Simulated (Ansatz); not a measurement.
# GaH₆NS: search for a transition state, part 2 of 2

Ansatz 0.2.0, Gaussian basis; PBE0-D4. Earlier steps stand in the parts before.

### Step 7. Relaxing after a step of 0.30 Å one way along the mode

The input, downa/in.yaml:

```yaml
crystal:
  periodic: [false, false, false]
  atoms:
    - {symbol: Ga, position_ang: [-0.852828, -0.619785, 0.117845]}
    - {symbol: N, position_ang: [-0.520380, 1.215158, -0.103381]}
    - {symbol: H, position_ang: [-1.450025, -1.338335, -1.153913]}
    - {symbol: H, position_ang: [-0.894116, -1.260674, 1.565271]}
    - {symbol: H, position_ang: [1.390663, 0.376475, -0.460843]}
    - {symbol: S, position_ang: [1.718827, -0.951288, -0.474117]}
    - {symbol: H, position_ang: [-0.948086, 1.615032, -0.933904]}
    - {symbol: H, position_ang: [-0.663993, 1.857288, 0.664996]}
    - {symbol: H, position_ang: [2.219937, -0.893970, 0.778046]}
basis:
  gaussian: {orbitals: def2-TZVP}
hamiltonian: {xc: pbe0, dispersion: d4}
relax: {f_tol: 0.005, max_steps: 200}
```

On the command line:

```bash
ansatz run in.yaml --threads 4 --pin off --events-out ev --progress --plain --max-ram 9574MiB
```

Standard output:

```text
Functional definition: PBE0
  name "PBE0"
  cite "Adamo & Barone, J. Chem. Phys. 110, 6158 (1999) doi:10.1063/1.478522"
  cite "Perdew, Burke & Ernzerhof, Phys. Rev. Lett. 77, 3865 (1996) doi:10.1103/PhysRevLett.77.3865"
  parent pbe
  parameter a = 0.25
  parameter kappa = 0.804
  parameter beta = 0.06672455060314922
  exchange = (1 - a)*pbe_x(kappa = kappa, mu = beta*pi^2/3) + a*exact_x
  correlation = pbe_c(beta = beta)
1103 factors; their error is unknown
mean field evaluation 1: about -64782.4279 eV, gradient 6.4e1 eV
mean field evaluation 2: about -64763.5643 eV, gradient 1.0e2 eV
mean field evaluation 4: about -64789.6768 eV, gradient 5.7e0 eV
mean field evaluation 8: about -64789.9294 eV, gradient 2.3e-1 eV
mean field evaluation 16: about -64789.9294 eV, gradient 2.0e-5 eV
mean field -64789.92943377 eV, -2380.9859904995 hartree, gradient 2.0e-5 eV, S^2 0.000000; 0 other end points of the search recorded, 0 dependent functions left out
the calculation of the forces begins
reference -64789.92946473 eV, -2380.9859916373 hartree; 30, 30 occupied and 122, 122 virtual orbitals, 1103 factors
relax step   1: F+E_penalty+E_count = -64790.08415823 eV  Δ(F+E_penalty+E_count) = +0.000e0 eV  max|allowed force component| = 3.157e-1 eV/Å  Δτ_max = 0.0000 Å  (27 SCF iters, accepted)
these checks for a lower state are left out or cut short: starts, cluster_reference, orbital_swaps, neighbouring_geometries, increment
1103 factors; their error is unknown
mean field -64789.94453725 eV, -2380.9865455423 hartree, gradient 2.3e-5 eV, S^2 0.000000; 0 other end points of the search recorded, 0 dependent functions left out
the calculation of the forces begins
reference -64789.94456824 eV, -2380.9865466809 hartree; 30, 30 occupied and 122, 122 virtual orbitals, 1103 factors
relax step   2: F+E_penalty+E_count = -64790.09835890 eV  Δ(F+E_penalty+E_count) = -1.420e-2 eV  max|allowed force component| = 3.168e-1 eV/Å  Δτ_max = 0.0997 Å  (30 SCF iters, accepted)
these checks for a lower state are left out or cut short: starts, cluster_reference, orbital_swaps, neighbouring_geometries, increment
1103 factors; their error is unknown
mean field -64789.95198177 eV, -2380.9868191234 hartree, gradient 1.2e-5 eV, S^2 0.000000; 0 other end points of the search recorded, 0 dependent functions left out
the calculation of the forces begins
reference -64789.95201271 eV, -2380.9868202602 hartree; 30, 30 occupied and 122, 122 virtual orbitals, 1103 factors
relax step   3: F+E_penalty+E_count = -64790.10584657 eV  Δ(F+E_penalty+E_count) = -7.488e-3 eV  max|allowed force component| = 2.173e-1 eV/Å  Δτ_max = 0.0263 Å  (31 SCF iters, accepted)
these checks for a lower state are left out or cut short: starts, cluster_reference, orbital_swaps, neighbouring_geometries, increment
1103 factors; their error is unknown
mean field evaluation 32: about -64789.7470 eV, gradient 6.6e-3 eV
mean field -64789.95646612 eV, -2380.9869839201 hartree, gradient 1.2e-5 eV, S^2 0.000000; 0 other end points of the search recorded, 0 dependent functions left out
the calculation of the forces begins
reference -64789.95649703 eV, -2380.9869850559 hartree; 30, 30 occupied and 122, 122 virtual orbitals, 1103 factors
relax step   4: F+E_penalty+E_count = -64790.11005907 eV  Δ(F+E_penalty+E_count) = -4.212e-3 eV  max|allowed force component| = 1.212e-1 eV/Å  Δτ_max = 0.0290 Å  (31 SCF iters, accepted)
these checks for a lower state are left out or cut short: starts, cluster_reference, orbital_swaps, neighbouring_geometries, increment
1103 factors; their error is unknown
mean field -64789.96040909 eV, -2380.9871288217 hartree, gradient 1.4e-5 eV, S^2 0.000000; 0 other end points of the search recorded, 0 dependent functions left out
the calculation of the forces begins
reference -64789.96044005 eV, -2380.9871299595 hartree; 30, 30 occupied and 122, 122 virtual orbitals, 1103 factors
relax step   5: F+E_penalty+E_count = -64790.11327144 eV  Δ(F+E_penalty+E_count) = -3.212e-3 eV  max|allowed force component| = 1.237e-1 eV/Å  Δτ_max = 0.0870 Å  (29 SCF iters, accepted)
these checks for a lower state are left out or cut short: starts, cluster_reference, orbital_swaps, neighbouring_geometries, increment
1103 factors; their error is unknown
mean field -64789.96024455 eV, -2380.9871227747 hartree, gradient 1.2e-5 eV, S^2 0.000000; 0 other end points of the search recorded, 0 dependent functions left out
the calculation of the forces begins
reference -64789.96027556 eV, -2380.9871239143 hartree; 30, 30 occupied and 122, 122 virtual orbitals, 1103 factors
relax step   6: F+E_penalty+E_count = -64790.11271188 eV  Δ(F+E_penalty+E_count) = +5.596e-4 eV  max|allowed force component| = 2.488e-1 eV/Å  Δτ_max = 0.0288 Å  (32 SCF iters, rejected (line search))
these checks for a lower state are left out or cut short: starts, cluster_reference, orbital_swaps, neighbouring_geometries, increment
1103 factors; their error is unknown
mean field -64789.96157357 eV, -2380.9871716154 hartree, gradient 1.2e-5 eV, S^2 0.000000; 0 other end points of the search recorded, 0 dependent functions left out
the calculation of the forces begins
reference -64789.96160455 eV, -2380.9871727539 hartree; 30, 30 occupied and 122, 122 virtual orbitals, 1103 factors
relax step   7: F+E_penalty+E_count = -64790.11431001 eV  Δ(F+E_penalty+E_count) = -1.039e-3 eV  max|allowed force component| = 1.972e-2 eV/Å  Δτ_max = 0.0140 Å  (32 SCF iters, accepted)
these checks for a lower state are left out or cut short: starts, cluster_reference, orbital_swaps, neighbouring_geometries, increment
1103 factors; their error is unknown
mean field evaluation 64: about -64789.9619 eV, gradient 1.2e-5 eV
mean field -64789.96192752 eV, -2380.9871846228 hartree, gradient 1.2e-5 eV, S^2 0.000000; 0 other end points of the search recorded, 0 dependent functions left out
the calculation of the forces begins
reference -64789.96195851 eV, -2380.9871857616 hartree; 30, 30 occupied and 122, 122 virtual orbitals, 1103 factors
relax step   8: F+E_penalty+E_count = -64790.11475162 eV  Δ(F+E_penalty+E_count) = -4.416e-4 eV  max|allowed force component| = 2.848e-2 eV/Å  Δτ_max = 0.0217 Å  (31 SCF iters, accepted)
these checks for a lower state are left out or cut short: starts, cluster_reference, orbital_swaps, neighbouring_geometries, increment
1103 factors; their error is unknown
mean field -64789.96311486 eV, -2380.9872282568 hartree, gradient 1.3e-5 eV, S^2 0.000000; 0 other end points of the search recorded, 0 dependent functions left out
the calculation of the forces begins
reference -64789.96314594 eV, -2380.9872293988 hartree; 30, 30 occupied and 122, 122 virtual orbitals, 1103 factors
relax step   9: F+E_penalty+E_count = -64790.11511376 eV  Δ(F+E_penalty+E_count) = -3.621e-4 eV  max|allowed force component| = 4.877e-2 eV/Å  Δτ_max = 0.0633 Å  (31 SCF iters, accepted)
these checks for a lower state are left out or cut short: starts, cluster_reference, orbital_swaps, neighbouring_geometries, increment
1103 factors; their error is unknown
mean field -64789.96311177 eV, -2380.9872281433 hartree, gradient 1.2e-5 eV, S^2 0.000000; 0 other end points of the search recorded, 0 dependent functions left out
the calculation of the forces begins
reference -64789.96314284 eV, -2380.9872292849 hartree; 30, 30 occupied and 122, 122 virtual orbitals, 1103 factors
relax step  10: F+E_penalty+E_count = -64790.11508257 eV  Δ(F+E_penalty+E_count) = +3.119e-5 eV  max|allowed force component| = 4.075e-2 eV/Å  Δτ_max = 0.0140 Å  (32 SCF iters, rejected (line search))
these checks for a lower state are left out or cut short: starts, cluster_reference, orbital_swaps, neighbouring_geometries, increment
1103 factors; their error is unknown
mean field -64789.96326060 eV, -2380.9872336127 hartree, gradient 1.2e-5 eV, S^2 0.000000; 0 other end points of the search recorded, 0 dependent functions left out
the calculation of the forces begins
reference -64789.96329169 eV, -2380.9872347552 hartree; 30, 30 occupied and 122, 122 virtual orbitals, 1103 factors
relax step  11: F+E_penalty+E_count = -64790.11530169 eV  Δ(F+E_penalty+E_count) = -1.879e-4 eV  max|allowed force component| = 1.864e-2 eV/Å  Δτ_max = 0.0068 Å  (32 SCF iters, accepted)
these checks for a lower state are left out or cut short: starts, cluster_reference, orbital_swaps, neighbouring_geometries, increment
1103 factors; their error is unknown
mean field -64789.96325041 eV, -2380.9872332380 hartree, gradient 1.2e-5 eV, S^2 0.000000; 0 other end points of the search recorded, 0 dependent functions left out
the calculation of the forces begins
reference -64789.96328147 eV, -2380.9872343797 hartree; 30, 30 occupied and 122, 122 virtual orbitals, 1103 factors
relax step  12: F+E_penalty+E_count = -64790.11533701 eV  Δ(F+E_penalty+E_count) = -3.531e-5 eV  max|allowed force component| = 2.020e-2 eV/Å  Δτ_max = 0.0109 Å  (32 SCF iters, accepted)
these checks for a lower state are left out or cut short: starts, cluster_reference, orbital_swaps, neighbouring_geometries, increment
1103 factors; their error is unknown
mean field evaluation 96: about -64789.9633 eV, gradient 2.3e-1 eV
mean field -64789.96333427 eV, -2380.9872363200 hartree, gradient 1.2e-5 eV, S^2 0.000000; 0 other end points of the search recorded, 0 dependent functions left out
the calculation of the forces begins
reference -64789.96336535 eV, -2380.9872374622 hartree; 30, 30 occupied and 122, 122 virtual orbitals, 1103 factors
relax step  13: F+E_penalty+E_count = -64790.11538623 eV  Δ(F+E_penalty+E_count) = -4.922e-5 eV  max|allowed force component| = 1.341e-3 eV/Å  Δτ_max = 0.0052 Å  (33 SCF iters, accepted)
1103 factors; their error is unknown
mean field -64789.96333427 eV, -2380.9872363200 hartree, gradient 3.6e-5 eV, S^2 0.000000; 1 other end points of the search recorded, 0 dependent functions left out
the calculation of the forces begins
reference -64789.96336535 eV, -2380.9872374622 hartree; 30, 30 occupied and 122, 122 virtual orbitals, 1103 factors
Total energy: -64790.11541731 eV, -2380.9928252686 hartree
Atom 0 at    -0.874673    -0.598352     0.086836 Å, force     0.000215    -0.001167    -0.000964 eV/Å
Atom 1 at    -0.631449     1.238986    -0.101495 Å, force    -0.000738     0.001143    -0.000324 eV/Å
Atom 2 at    -1.428028    -1.359029    -1.166200 Å, force     0.000137     0.000739     0.000673 eV/Å
Atom 3 at    -0.846682    -1.164233     1.549613 Å, force    -0.000465    -0.000434     0.000589 eV/Å
Atom 4 at     1.648901     0.308710    -0.589775 Å, force     0.000376    -0.000059    -0.000208 eV/Å
Atom 5 at     1.772071    -1.027513    -0.450249 Å, force     0.000525    -0.000857    -0.001341 eV/Å
Atom 6 at    -1.080508     1.698707    -0.879464 Å, force     0.000145    -0.000549     0.000211 eV/Å
Atom 7 at    -0.717809     1.818516     0.719905 Å, force     0.000150     0.000493     0.000396 eV/Å
Atom 8 at     2.158177    -0.915889     0.830829 Å, force    -0.000345     0.000689     0.000969 eV/Å
Dipole moment:     0.285271     0.222784     0.094233 e Å
```

It took 98 s on 4 threads of AMD EPYC, shared host; peak memory 0.37 GiB.

Step by step:

| step | energy from step 1 (eV) | largest force component (eV/Å) |
| --- | --- | --- |
| 1 | 0.0000 | 0.3157 |
| 2 | -0.0142 | 0.3168 |
| 3 | -0.0217 | 0.2173 |
| 4 | -0.0259 | 0.1212 |
| 5 | -0.0291 | 0.1237 |
| 6 | -0.0286 | 0.2488 |
| 7 | -0.0302 | 0.0197 |
| 8 | -0.0306 | 0.0285 |
| 9 | -0.0310 | 0.0488 |
| 10 | -0.0309 | 0.0407 |
| 11 | -0.0311 | 0.0186 |
| 12 | -0.0312 | 0.0202 |
| 13 | -0.0312 | 0.0013 |

Distances of close pairs at the start and the end, largest changes first:

| bond | before (Å) | after (Å) | change (Å) |
| --- | --- | --- | --- |
| Ga1–S6 | 2.660 | 2.735 | +0.075 |
| H5–S6 | 1.368 | 1.349 | -0.019 |
| Ga1–N2 | 1.878 | 1.863 | -0.015 |
| Ga1–H4 | 1.584 | 1.569 | -0.015 |
| Ga1–H3 | 1.578 | 1.567 | -0.011 |
| S6–H9 | 1.350 | 1.343 | -0.007 |
| N2–H7 | 1.016 | 1.009 | -0.007 |
| N2–H8 | 1.012 | 1.009 | -0.003 |

### Step 8. Relaxing after a step of 0.30 Å the other way along the mode

The input, downb/in.yaml:

```yaml
crystal:
  periodic: [false, false, false]
  atoms:
    - {symbol: Ga, position_ang: [-0.764308, -0.805231, 0.042226]}
    - {symbol: N, position_ang: [-0.301359, 1.097789, -0.170173]}
    - {symbol: H, position_ang: [-1.503618, -1.421812, -1.178116]}
    - {symbol: H, position_ang: [-0.878012, -1.132369, 1.567146]}
    - {symbol: H, position_ang: [0.802837, 0.482475, -0.404062]}
    - {symbol: S, position_ang: [1.720568, -0.792793, -0.488784]}
    - {symbol: H, position_ang: [-0.756015, 1.650114, -0.891567]}
    - {symbol: H, position_ang: [-0.324093, 1.630348, 0.700003]}
    - {symbol: H, position_ang: [2.004000, -0.708621, 0.823327]}
basis:
  gaussian: {orbitals: def2-TZVP}
hamiltonian: {xc: pbe0, dispersion: d4}
relax: {f_tol: 0.005, max_steps: 200}
```

On the command line:

```bash
ansatz run in.yaml --threads 4 --pin off --events-out ev --progress --plain --max-ram 9574MiB
```

Standard output (excerpt; [...] marks lines left out):

```text
[... 5 set-up lines as earlier in the session ...]
[...]
1103 factors; their error is unknown
[...]
mean field -64790.01772291 eV, -2380.9892350654 hartree, gradient 1.1e-5 eV, S^2 0.000000; 0 other end points of the search recorded, 0 dependent functions left out
[...]
reference -64790.01775301 eV, -2380.9892361716 hartree; 30, 30 occupied and 122, 122 virtual orbitals, 1103 factors
relax step   1: F+E_penalty+E_count = -64790.17593209 eV  Δ(F+E_penalty+E_count) = +0.000e0 eV  max|allowed force component| = 1.620e0 eV/Å  Δτ_max = 0.0000 Å  (27 SCF iters, accepted)
[...]
Total energy: -64791.37110873 eV, -2381.0389710773 hartree
Atom 0 at    -0.437225    -0.933232     0.042905 Å, force    -0.000003     0.002191     0.001563 eV/Å
Atom 1 at    -0.343447     1.206293    -0.197805 Å, force     0.000772     0.000491     0.000035 eV/Å
Atom 2 at    -1.370461    -1.297682    -1.167040 Å, force     0.000081    -0.001353    -0.000399 eV/Å
Atom 3 at    -0.869177    -1.038180     1.550359 Å, force    -0.000005    -0.000455    -0.000420 eV/Å
Atom 4 at     0.595771     1.372074    -0.547920 Å, force    -0.001120    -0.000487     0.000289 eV/Å
Atom 5 at     1.748086    -1.340002    -0.383383 Å, force     0.001698     0.000280    -0.000203 eV/Å
Atom 6 at    -1.011472     1.569525    -0.867980 Å, force    -0.000876     0.000260    -0.000650 eV/Å
Atom 7 at    -0.454975     1.709606     0.674764 Å, force     0.001178    -0.000286     0.000197 eV/Å
Atom 8 at     2.142899    -1.248503     0.896101 Å, force    -0.001726    -0.000641    -0.000413 eV/Å
Dipole moment:    -0.279282     1.086938     0.105394 e Å
```

It took 93 s on 4 threads of AMD EPYC, shared host; peak memory 0.38 GiB.

The steps of the relaxation: (the energy doesn't fall at every step)

| step | energy from step 1 (eV) | largest force component (eV/Å) |
| --- | --- | --- |
| 1 | 0.0000 | 1.6195 |
| 2 | -0.1708 | 1.2932 |
| 3 | -0.4559 | 2.5541 |
| 4 | -0.9319 | 0.9588 |
| 5 | -1.0581 | 0.5907 |
| 6 | -1.1154 | 1.0734 |
| 7 | -1.1744 | 0.2902 |
| 8 | -1.1413 | 0.9610 |
| 9 | -1.1905 | 0.1168 |
| 10 | -1.1940 | 0.0549 |
| 11 | -1.1945 | 0.0307 |
| 12 | -1.1951 | 0.0216 |
| 13 | -1.1951 | 0.0165 |
| 14 | -1.1951 | 0.0022 |

Distances of close pairs at the start and the end, largest changes first:

| bond | before (Å) | after (Å) | change (Å) |
| --- | --- | --- | --- |
| H5–S6 | 1.573 | 2.951 | +1.378 |
| Ga1–S6 | 2.541 | 2.263 | -0.278 |
| N2–H5 | 1.286 | 1.016 | -0.270 |
| Ga1–N2 | 1.970 | 2.155 | +0.185 |
| Ga1–H3 | 1.554 | 1.571 | +0.017 |
| Ga1–H4 | 1.564 | 1.572 | +0.008 |
| N2–H8 | 1.020 | 1.013 | -0.007 |
| S6–H9 | 1.345 | 1.342 | -0.003 |

### Step 9. What the saddle joins

| pair | start side (Å) | saddle (Å) | end side (Å) |
| --- | --- | --- | --- |
| Ga1–S6 | 2.735 | 2.595 | 2.263 |
| N2–H5 | 2.511 | 1.700 | 1.016 |
| Ga1–N2 | 1.863 | 1.923 | 2.155 |
| H5–S6 | 1.349 | 1.444 | 2.951 |

### Step 10. Results

What follows sums up all 2 parts.

```
                       quantity                                                          value
                 imaginary mode                                                      329i cm⁻¹
    barrier from the start side                                                       0.043 eV
      barrier from the end side                                                       1.299 eV
             energy of the step                                                      -1.256 eV
              pairs that change  Ga1–S6 tightened, N2–H5 formed, Ga1–N2 loosened, H5–S6 broken
zero-point energy at the saddle                                                       1.526 eV
```

What this shows: One imaginary mode, 329i cm⁻¹, makes this a first-order saddle. Going downhill both ways gives the intended start and end. A bond meant to break is only loosened at the end: the products stay bound as an adduct. At PBE0-D4/def2-TZVP the electronic barrier is 0.043 eV, about 2 kT at 298 K, and the step runs 1.256 eV downhill. The ends are the nearest minima, not always the lowest complexes.
